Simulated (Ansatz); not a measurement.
# Cl2H4In2O2: up Jacob's ladder to CCSD(T)

An exercise on one series of results from a longer session: the logs are not shown, and one member is left open.

The runs use Ansatz 0.2.0, Gaussian basis; functionals in def2-TZVPP, the program's frozen cores in correlated methods.

Plan: LDA (SPW92), PBE-D4, revPBE-D4, BLYP-D4, r2SCAN-D4, B97M-V, PBE0-D4, B3LYP-D4, r2SCANh-D4, r2SCAN0-D4, HSE06-D4, BHLYP-D4, CAM-B3LYP-D4, LC-ωPBE, ωB97X-V, ωB97M-V, B2PLYP, PBE-QIDH; CCSD(T)/def2-SVP; CCSD(T)/def2-TZVPP; MP2/def2-QZVPP; extrapolation to the limit; RPA on PBE.

### Structure used throughout

All runs share one geometry, relaxed beforehand with PBE0-D4 in a triple-zeta def2 set. In takes the def2 core potential; no spin-orbit term is included.

SMILES `[Cl][In@H-]1[OH+][In@@H-]([Cl])[OH+]1`, 10 atoms, charge 0, spin multiplicity 1.

Atoms are counted from 1 here; the program's logs count them from 0.

Bond lengths: Cl1–In2 2.332 Å, In2–O3 2.144 Å, In2–O6 2.144 Å, In2–H7 1.692 Å, O3–In4 2.144 Å, O3–H8 0.962 Å, In4–Cl5 2.332 Å, In4–O6 2.144 Å, In4–H9 1.692 Å, O6–H10 0.962 Å. Angles: Cl1–In2–O3 103.7°, Cl1–In2–O6 103.7°, Cl1–In2–H7 128.6°, O3–In2–O6 79.7°, O3–In2–H7 115.1°, O6–In2–H7 115.1°, In2–O3–In4 100.2°, In2–O3–H8 112.8°, In4–O3–H8 112.8°, O3–In4–Cl5 103.7°, O3–In4–O6 79.7°, O3–In4–H9 115.1°, Cl5–In4–O6 103.7°, Cl5–In4–H9 128.6°, O6–In4–H9 115.1°, In2–O6–In4 100.2°, In2–O6–H10 112.8°, In4–O6–H10 112.8°.

Set-up of the first run:

in.yaml

```yaml
crystal:
  periodic: [false, false, false]
  atoms:
    - {symbol: Cl, position_ang: [-0.122932, -1.325528, -2.741002]}
    - {symbol: In, position_ang: [1.081480, -1.026309, -0.766667]}
    - {symbol: O, position_ang: [-0.421314, -1.106059, 0.760772]}
    - {symbol: In, position_ang: [-0.620310, 0.981234, 1.209579]}
    - {symbol: Cl, position_ang: [-2.595419, 1.591241, 0.130241]}
    - {symbol: O, position_ang: [0.853483, 1.063817, -0.345712]}
    - {symbol: H, position_ang: [2.578596, -1.685402, -0.334357]}
    - {symbol: H, position_ang: [-1.243461, -1.502321, 0.455331]}
    - {symbol: H, position_ang: [-0.071072, 1.440294, 2.742632]}
    - {symbol: H, position_ang: [0.560950, 1.569042, -1.110836]}
basis:
  gaussian: {orbitals: def2-TZVPP}
hamiltonian: {xc: lda}
output: {orbitals: {seedname: orbitals}}
```

On the command line:

```console
> ansatz run in.yaml --threads 2 --pin off --events-out ev --progress --plain --max-ram 32768MiB --backend cuda --devices 0, --max-vram 18GiB
```

Steps of the session up to this table: LDA; PBE-D4 (GGA); revPBE-D4 (GGA); BLYP-D4 (GGA); r2SCAN-D4 (meta-GGA); B97M-V (meta-GGA); PBE0-D4 (hybrid); B3LYP-D4 (hybrid); r2SCANh-D4 (hybrid); r2SCAN0-D4 (hybrid); HSE06-D4 (hybrid); BHLYP-D4 (hybrid); CAM-B3LYP-D4 (range-separated); LC-ωPBE (range-separated); ωB97X-V (range-separated); ωB97M-V (range-separated); B2PLYP (double hybrid); PBE-QIDH (double hybrid).

One of the session's tables, all rows but one given; the rest of the session is left out.

It belongs to the step «Frontier levels by functional». 

| functional | HOMO (eV) | LUMO (eV) | gap (eV) |
| --- | --- | --- | --- |
| LDA (SPW92) | -7.32 | -2.50 | 4.82 |
| PBE-D4 | -7.17 | -2.24 | 4.93 |
| revPBE-D4 | -7.12 | -2.13 | 4.99 |
| BLYP-D4 | -7.02 | -2.21 | 4.80 |
| r2SCAN-D4 | -7.53 | -1.95 | 5.58 |
| B97M-V | -7.63 | -2.11 | 5.51 |
| PBE0-D4 | -8.56 | -1.34 | 7.22 |
| B3LYP-D4 | -8.29 | -1.66 | 6.63 |
| r2SCANh-D4 | -8.04 | -1.63 | 6.41 |
| r2SCAN0-D4 | -8.80 | -1.15 | 7.65 |
| HSE06-D4 | -8.16 | -1.70 | 6.45 |
| BHLYP-D4 | -9.81 | -0.47 | 9.34 |
| CAM-B3LYP-D4 | ? | ? | ? |
| LC-ωPBE | -11.35 | 0.83 | 12.18 |
| ωB97X-V | -10.98 | 0.69 | 11.67 |
| ωB97M-V | -10.82 | 0.30 | 11.12 |

Q: Estimate the row for CAM-B3LYP-D4 from the others.

As computed: HOMO (eV): -9.93; LUMO (eV): -0.40; gap (eV): 9.53. In the column «HOMO (eV)» it lies between ωB97M-V (-10.82) and BHLYP-D4 (-9.81).
